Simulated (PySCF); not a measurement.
# One shape, several levels: CH3I (methyl iodide)

Wanted: a comparison of 6 runs (HF/STO-3G, HF/3-21G, B2PLYP/def2-SVPD, CAM-B3LYP/def2-SVPD, wB97X/def2-SVPD, SCS-MP2/def2-SVPD) of CH3I (methyl iodide). The job is set up through a Python script.

Program for the calculation: PySCF 2.14.0.

1 further run of the same task is left out (set aside as unsound or not needed).

### 1 The system as given

The species is CH3I (5 atoms), meant as a singlet with charge 0. As SMILES, `CI`. The shape is that of a PBE0-D4/def2-TZVP optimisation.

Bond lengths: C1–I2 2.129 Å, C1–H3 1.086 Å, C1–H4 1.086 Å, C1–H5 1.086 Å. Angles: I2–C1–H3 107.7°, I2–C1–H4 107.7°, I2–C1–H5 107.7°, H3–C1–H4 111.2°, H3–C1–H5 111.2°, H4–C1–H5 111.2°.

### 2 The energy at HF/STO-3G (run 1)

File input.xyz:

```xyz
5
CH3I
C     -0.044100    -0.162730     0.153180
I      0.368060     1.358130    -1.278460
H      0.760650    -0.889590     0.103440
H     -0.088230     0.307420     1.130650
H     -0.996380    -0.613220    -0.108810
```

File run.py:

```python
# CI
from pyscf import gto, scf

mol = gto.M(
    atom='input.xyz',
    basis='sto-3g',
    max_memory=1860,
    verbose=4,
    charge=0,
)

myscf = scf.RHF(mol)
myscf.conv_tol = 1e-10
myscf.kernel()
if not myscf.converged:
    myscf = myscf.newton().run(myscf.mo_coeff, myscf.mo_occ)

energy = myscf.e_tot
print('E = %.10f Eh' % energy)
```

On the command line:

```
OMP_NUM_THREADS=1 python run.py
```

The program printed:

```text
PySCF version 2.14.0

[... 55 lines left out ...]
converged SCF energy = -6889.83895633324
E = -6889.8389563332 Eh
```

It took 0.85 s on 1 thread of Arm Neoverse V1, shared host; peak memory 0.12 GiB.

### 3 A single-point energy at HF/3-21G (run 2)

input.xyz: that of step 2 with these lines changed.

```diff
@@ -1,3 +1,3 @@
 5
-CH3I
+
 C     -0.044100    -0.162730     0.153180
```

File run.py:

```python
from pyscf import gto, scf

mol = gto.M(
    atom='input.xyz',
    basis='3-21g',
    max_memory=1860,
    verbose=4,
)

mf = scf.RHF(mol)
mf.conv_tol = 1e-10
mf.kernel()
if not mf.converged:
    mf = mf.newton().run(mf.mo_coeff, mf.mo_occ)

e_tot = mf.e_tot
print('Final energy', e_tot)
```

On the command line:

```
OMP_NUM_THREADS=1 python run.py
```

The program printed:

```text
PySCF version 2.14.0

[... 57 lines left out ...]
converged SCF energy = -6926.70020383124
Final energy -6926.7002038312385
```

Wall time 0.85 s (1 thread of Arm Neoverse V1, shared host); peak memory 0.12 GiB.

Runs 3 to 4 aren't shown in full; the table further down has their settings and results.

### 4 The energy at wB97X/def2-SVPD (core potential) (run 5)

File input.py:

```python
# CI
from pyscf import gto, dft

system = gto.M(
    atom='''
C     -0.044100    -0.162730     0.153180
I      0.368060     1.358130    -1.278460
H      0.760650    -0.889590     0.103440
H     -0.088230     0.307420     1.130650
H     -0.996380    -0.613220    -0.108810
''',
    spin=0,
    ecp={'I': 'def2-svp'},
    basis='def2-svpd',
    verbose=4,
    max_memory=1860,
)

mf = dft.RKS(system, xc='wb97x')
mf.conv_tol = 1e-10
mf.grids.level = 5
mf.kernel()
if not mf.converged:
    mf = mf.newton().run(mf.mo_coeff, mf.mo_occ)

e_tot = mf.e_tot
print('E = %.10f Eh' % e_tot)
```

On the command line:

```
OMP_NUM_THREADS=1 python input.py
```

The program printed:

```text
PySCF version 2.14.0

[... 74 lines left out ...]
converged SCF energy = -337.614742159851
E = -337.6147421599 Eh
```

It took 14 s on 1 thread of Arm Neoverse V1, shared host; peak memory 0.39 GiB.

### 5 A single-point energy at SCS-MP2/def2-SVPD (core potential) (run 6)

File calc.py:

```python
# CI
from pyscf import gto, scf, mp

mol = gto.M(
    atom='''
C   -0.044100  -0.162730   0.153180
I    0.368060   1.358130  -1.278460
H    0.760650  -0.889590   0.103440
H   -0.088230   0.307420   1.130650
H   -0.996380  -0.613220  -0.108810
''',
    max_memory=1860,
    ecp={'I': 'def2-svp'},
    basis='def2-svpd',
    verbose=3,
    charge=0,
)

myscf = scf.RHF(mol)
myscf.conv_tol = 1e-10
myscf.kernel()
if not myscf.converged:
    myscf = myscf.newton().run(myscf.mo_coeff, myscf.mo_occ)

pt = mp.MP2(myscf, frozen=5).run()
e_tot = myscf.e_tot + 1.2 * pt.e_corr_os + pt.e_corr_ss / 3
print('E = %.10f Eh' % e_tot)
```

On the command line:

```
OMP_NUM_THREADS=1 python calc.py
```

The program printed:

```text
converged SCF energy = -336.235935079979
E(RMP2) = -336.521376456991  E_corr = -0.285441377012031
E(SCS-RMP2) = -336.516093105735  E_corr = -0.280158025755971
E = -336.5160931057 Eh
```

Wall time 1.8 s (1 thread of Arm Neoverse V1, shared host); peak memory 0.17 GiB.

### 6 The series

| run | level | core potential | frozen core orbitals | energy (Eh) | dipole moment (D) of the reference | HOMO energy (eV) | LUMO energy (eV) | wall time |
| --- | --- | --- | --- | --- | --- | --- | --- | --- |
| 1 | HF/STO-3G | – | – | -6889.838956 | 1.82 | -7.40 | 8.35 | 0.85 s |
| 2 | HF/3-21G | – | – | -6926.700204 | 1.85 | -9.66 | 3.36 | 0.85 s |
| 3 | B2PLYP/def2-SVPD (core potential) | def2-svp | 5 | -337.251524 | 1.77 | -8.21 | 0.14 | 11 s |
| 4 | CAM-B3LYP/def2-SVPD (core potential) | def2-svp | – | -337.555377 | 1.68 | -8.58 | 0.01 | 16 s |
| 5 | wB97X/def2-SVPD (core potential) | def2-svp | – | -337.614742 | 1.69 | -9.55 | 1.06 | 14 s |
| 6 | SCS-MP2/def2-SVPD (core potential) | def2-svp | 5 | -336.516093 | 1.95 | -9.84 | 1.54 | 1.8 s |

### 7 Outcome

| quantity | value |
| --- | --- |
| run 6: total energy | -336.51609 Eh |
| run 6: dipole moment (Hartree–Fock density) | 1.95 D |
| run 6: HOMO energy (Hartree–Fock orbitals) | -9.84 eV |
| run 6: LUMO energy (Hartree–Fock orbitals) | 1.54 eV |
| run 6: HOMO–LUMO gap (Hartree–Fock orbitals) | 11.38 eV |
| run 6: correlation energy (5 core orbitals frozen) | -280.2 mEh |

What this shows: Over runs 1, 2, 3, 4, 5 the dipole moment (its size) runs from 1.68 D (CAM-B3LYP/def2-SVPD) to 1.85 D (HF/3-21G). The two ends differ in method and basis and core potential. Over runs 1, 2, 3, 4, 5 the HOMO–LUMO gap runs from 8.36 eV (B2PLYP/def2-SVPD) to 15.75 eV (HF/STO-3G). A double hybrid's value is that of its SCF part. Totals of different functionals can't be ranked against each other. Some runs of one species differ in core potentials or relativity; totals across that change don't compare. In run 1 the basis is minimal, so the values are rough. In runs 1, 2 relativity is left out where basis or elements ask for it. All runs together took 45 s, the longest 16 s.
